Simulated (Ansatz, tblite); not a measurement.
# Ge(vinyl)2H2 (C4H8Ge): a ladder of methods and basis sets

An exercise on one series of results from a longer session: the logs are not shown, and one member is left open.

The runs use Ansatz 0.2.0, Gaussian basis; as each input shows.

The runs, in order: GFN1-xTB, GFN2-xTB, PBE-D4/def2-TZVP, r2SCAN-D4/def2-TZVP, HF/def2-TZVP, B97M-V/def2-TZVP, BHLYP-D4/def2-TZVP, PBE-D4/def2-SVP, PBE0-D4/def2-SVP, HF/STO-3G, HF/6-31G, B3LYP-D4/6-31G, CCSD(T)/def2-TZVP, RPA/def2-TZVP.

2 further runs of the same task are left out: 2 set aside as unsound or not needed.

### The geometry

The singlet was relaxed beforehand with PBE-D4/def2-SVP.

13 atoms, charge 0, spin multiplicity 1.

Bond lengths: Ge1–C2 1.955 Å, Ge1–C7 1.955 Å, Ge1–H12 1.555 Å, Ge1–H13 1.555 Å, C2–C3 1.346 Å, C2–H4 1.106 Å, C3–H5 1.104 Å, C3–H6 1.104 Å, C7–C8 1.346 Å, C7–H9 1.106 Å, C8–H10 1.104 Å, C8–H11 1.104 Å. Angles: C2–Ge1–C7 110.5°, C2–Ge1–H12 107.2°, C2–Ge1–H13 110.9°, C7–Ge1–H12 110.9°, C7–Ge1–H13 107.2°, H12–Ge1–H13 110.1°, Ge1–C2–C3 123.3°, Ge1–C2–H4 117.6°, C3–C2–H4 119.1°, C2–C3–H5 121.8°, C2–C3–H6 122.1°, H5–C3–H6 116.1°, Ge1–C7–C8 123.3°, Ge1–C7–H9 117.6°, C8–C7–H9 119.1°, C7–C8–H10 121.8°, C7–C8–H11 122.1°, H10–C8–H11 116.1°.

PBE0-D4/def2-TZVP was run before; its log isn't repeated, and its numbers join the tables.

The first run:

Tight binding, by tblite at 300 K electronic temperature and without a spin-polarisation term:

```python
tblite.interface.Calculator('GFN1-xTB', numbers, positions, charge=0, uhf=0).singlepoint()
```

Tight binding, by tblite at 300 K electronic temperature and without a spin-polarisation term:

```python
tblite.interface.Calculator('GFN2-xTB', numbers, positions, charge=0, uhf=0).singlepoint()
```

start.molden holds the orbitals of an earlier run on this state, given as this run's starting guess.

The input, in.yaml:

```yaml
crystal:
  periodic: [false, false, false]
  atoms:
    - {symbol: Ge, position_ang: [-0.603038, -0.146728, -0.520756]}
    - {symbol: C, position_ang: [-0.794921, -0.110344, 1.424627]}
    - {symbol: C, position_ang: [-1.600866, 0.751864, 2.071755]}
    - {symbol: H, position_ang: [-0.192462, -0.827788, 2.011873]}
    - {symbol: H, position_ang: [-2.220317, 1.488421, 1.530388]}
    - {symbol: H, position_ang: [-1.683127, 0.763556, 3.172980]}
    - {symbol: C, position_ang: [1.248138, 0.219524, -1.031879]}
    - {symbol: C, position_ang: [2.011782, -0.651340, -1.717570]}
    - {symbol: H, position_ang: [1.682960, 1.187498, -0.721192]}
    - {symbol: H, position_ang: [1.624343, -1.631115, -2.048092]}
    - {symbol: H, position_ang: [3.060113, -0.428370, -1.983877]}
    - {symbol: H, position_ang: [-1.562703, 0.932169, -1.099105]}
    - {symbol: H, position_ang: [-0.969902, -1.547348, -1.089150]}
basis:
  gaussian: {orbitals: def2-TZVP, initial_orbitals: start.molden}
hamiltonian: {xc: pbe, dispersion: d4}
scf: {omitted_lower_state_checks: [starts]}
output: {orbitals: {seedname: orbitals}}
```

On the command line:

```sh
$ ansatz run in.yaml --threads 2 --pin off --events-out ev --progress --plain --max-ram 32768MiB --backend cpu
```

Among the steps run: PBE-D4/def2-TZVP; r2SCAN-D4/def2-TZVP; HF/def2-TZVP; B97M-V/def2-TZVP; BHLYP-D4/def2-TZVP; PBE-D4/def2-SVP; PBE0-D4/def2-SVP; HF/STO-3G; HF/6-31G; B3LYP-D4/6-31G; CCSD(T)/def2-TZVP; RPA/def2-TZVP.

One table of the session follows, with a row left open; its other results are not shown here.

It belongs to the step «Binding energy». 

```
             method  binding an atom (eV)
          HF/STO-3G                 3.749
           HF/6-31G                     ?
       HF/def2-TZVP                 2.946
    PBE-D4/def2-SVP                 4.059
   PBE-D4/def2-TZVP                 4.032
r2SCAN-D4/def2-TZVP                 3.965
   B97M-V/def2-TZVP                 3.967
     B3LYP-D4/6-31G                 3.914
   PBE0-D4/def2-SVP                 4.006
  PBE0-D4/def2-TZVP                 3.973
 BHLYP-D4/def2-TZVP                 3.857
      MP2/def2-TZVP                 3.870
     CCSD/def2-TZVP                 3.786
  CCSD(T)/def2-TZVP                 3.842
```

Estimate the missing values for HF/6-31G.

**Answer.** binding an atom (eV): 2.824. In the column «binding an atom (eV)» it is the lowest.

To keep in mind: Free atoms were run apart at each level; binding is atoms less cluster, divided by the number of atoms, without zero-point or spin-orbit terms.
